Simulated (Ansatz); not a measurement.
# CH₄AlFO: how energies converge with the basis set

Aim: see how fast density functionals converge with the basis set for CH₄AlFO.

Computed with Ansatz 0.2.0, Gaussian basis. Level: one geometry, several basis sets.

Levels to be run: PBE0-D4/def2-SVP; ωB97M-V/def2-SVP; PBE0-D4/def2-QZVPP; ωB97M-V/def2-QZVPP; the functionals' def2-TZVPP values are taken from earlier runs.

## (1) The relaxed structure

The geometry comes from an earlier relaxation with PBE0-D4 in a triple-zeta def2 set; it is a stationary point, not always the lowest conformer.

8 atoms, charge 0, spin multiplicity 1.

Atoms are counted from 1 here; the program's logs count them from 0.

Bond lengths: O1–C2 1.529 Å, O1–Al3 1.940 Å, O1–H5 0.962 Å, C2–Al3 1.932 Å, C2–H6 1.089 Å, C2–H7 1.087 Å, Al3–F4 1.661 Å, Al3–H8 1.572 Å. Angles: C2–O1–Al3 66.4°, C2–O1–H5 111.3°, Al3–O1–H5 122.2°, O1–C2–Al3 67.0°, O1–C2–H6 109.1°, O1–C2–H7 106.9°, Al3–C2–H6 120.3°, Al3–C2–H7 127.4°, H6–C2–H7 111.1°, O1–Al3–C2 46.5°, O1–Al3–F4 107.9°, O1–Al3–H8 115.0°, C2–Al3–F4 114.7°, C2–Al3–H8 126.5°, F4–Al3–H8 118.7°.

Coordinates:

```xyz
8
CH4AlFO
O     0.04824    0.81793   -0.70887
C     0.40959    0.48992    0.73979
Al   -0.03139   -1.07720   -0.29986
F    -1.63128   -1.52043   -0.24092
H    -0.74078    1.36552   -0.75732
H    -0.33075    0.93539    1.40196
H     1.39689    0.90578    0.92153
H     0.97157   -1.97402   -1.11211
```

## (2) PBE0-D4 in def2-SVP

The input, in.yaml:

```yaml
crystal:
  periodic: [false, false, false]
  atoms:
    - {symbol: O, position_ang: [0.048241, 0.817934, -0.708873]}
    - {symbol: C, position_ang: [0.409587, 0.489918, 0.739793]}
    - {symbol: Al, position_ang: [-0.031385, -1.077198, -0.299857]}
    - {symbol: F, position_ang: [-1.631275, -1.520428, -0.240923]}
    - {symbol: H, position_ang: [-0.740781, 1.365520, -0.757323]}
    - {symbol: H, position_ang: [-0.330749, 0.935394, 1.401962]}
    - {symbol: H, position_ang: [1.396891, 0.905782, 0.921535]}
    - {symbol: H, position_ang: [0.971570, -1.974024, -1.112114]}
basis:
  gaussian: {orbitals: def2-SVP}
hamiltonian: {xc: pbe0, dispersion: d4}
output: {orbitals: {seedname: orbitals}}
```

Launch:

```bash
> ansatz run in.yaml --threads 2 --pin off --events-out ev --progress --plain --max-ram 4352MiB
```

The runs that follow: ωB97M-V in def2-SVP; PBE0-D4 in def2-QZVPP; ωB97M-V in def2-QZVPP.

**Question.** What will the summary of the whole plan be? Wanted: PBE0-D4: double and triple zeta above quadruple; ωB97M-V: double and triple zeta above quadruple.

The runs gave:

| quantity | value |
| --- | --- |
| PBE0-D4: double and triple zeta above quadruple | 10.14, 0.56 eV |
| ωB97M-V: double and triple zeta above quadruple | 10.29, 0.53 eV |

PBE0-D4 gains 9.58 eV from double to triple zeta, then 0.56 eV more. These are total energies; as a rule much of such shifts cancels in differences, which this series doesn't test. The LUMO of ωB97M-V is positive and keeps falling with the basis (2.09 to 0.81 eV): an unbound level that the basis holds in place.
